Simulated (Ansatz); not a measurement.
# CH6AlNSSi, SMILES C[N]1[AlH][S][SiH2]1: vertical spin-state energies

Program: Ansatz 0.2.0 through its Python package.

Typed at the interpreter:
```pycon
>>> import ansatz as az
>>> BASIS = "def2-TZVP"
>>> FUNCTIONAL = "b3lyp"
>>> geometry_ang = [
...     ("C", [-0.1441, 0.9472, 1.0673]),
...     ("N", [0.5864, 0.0022, 0.308]),
...     ("Al", [-0.1939, -1.7698, 0.529]),
...     ("S", [-0.7509, -1.643, -1.6593]),
...     ("Si", [0.2602, 0.1492, -1.458]),
...     ("H", [0.1771, 2.0308, 0.8267]),
...     ("H", [-0.0313, 0.8276, 2.1494]),
...     ("H", [-1.2414, 0.9557, 0.8107]),
...     ("H", [0.4809, -2.9975, 1.357]),
...     ("H", [-0.5787, 1.3272, -1.7232]),
...     ("H", [1.5012, 0.1134, -2.1869]),
... ]
>>> mol = az.Crystal.molecule()
>>> for symbol, xyz in geometry_ang:
...     mol = mol.atom(symbol, xyz)
...
>>> setup = mol.calculation().basis(gaussian=BASIS).functional(FUNCTIONAL)
>>> found = {}
>>> for unpaired in [0, 2]:
...     data = setup.spin("collinear", total=unpaired).run(threads=1, pin="off").report
...     s = unpaired / 2
...     found[unpaired] = data["free_energy_ev"]
...     print(f"2S+1 = {unpaired + 1}: E = {found[unpaired]:.5f} eV, <S^2> = {abs(data['mean_field']['state']['spin_squared']):.3f} (pure state {s * (s + 1):.2f})")
...
2S+1 = 1: E = -27939.76508 eV, <S^2> = 0.000 (pure state 0.00)
2S+1 = 3: E = -27937.36292 eV, <S^2> = 2.007 (pure state 2.00)
>>> lowest = min(found, key=found.get)
>>> for unpaired, e in found.items():
...     print(f"multiplicity {unpaired + 1}: {23.060548 * (e - found[lowest]):.1f} kcal/mol above the lowest")
...
multiplicity 1: 0.0 kcal/mol above the lowest
multiplicity 3: 55.4 kcal/mol above the lowest
```

In order: multiplicity 1 (+0.00 eV) and multiplicity 3 (+2.40 eV), all at the one geometry.

What to keep in mind:
- Total energies depend on the basis set; only differences at equal settings carry meaning.
- The geometry is a force-field or estimated start, not a minimum of this method, and the basis set is short of its limit. All parts are taken at fixed geometry, without zero-point energy.
- b3lyp holds the VWN-RPA fit, as in Gaussian; the form of ORCA and Turbomole is b3lyp5.
- Hardware and time: 48 s on 1 thread of Arm Neoverse V2 (shared host), peak memory 0.75 GiB.
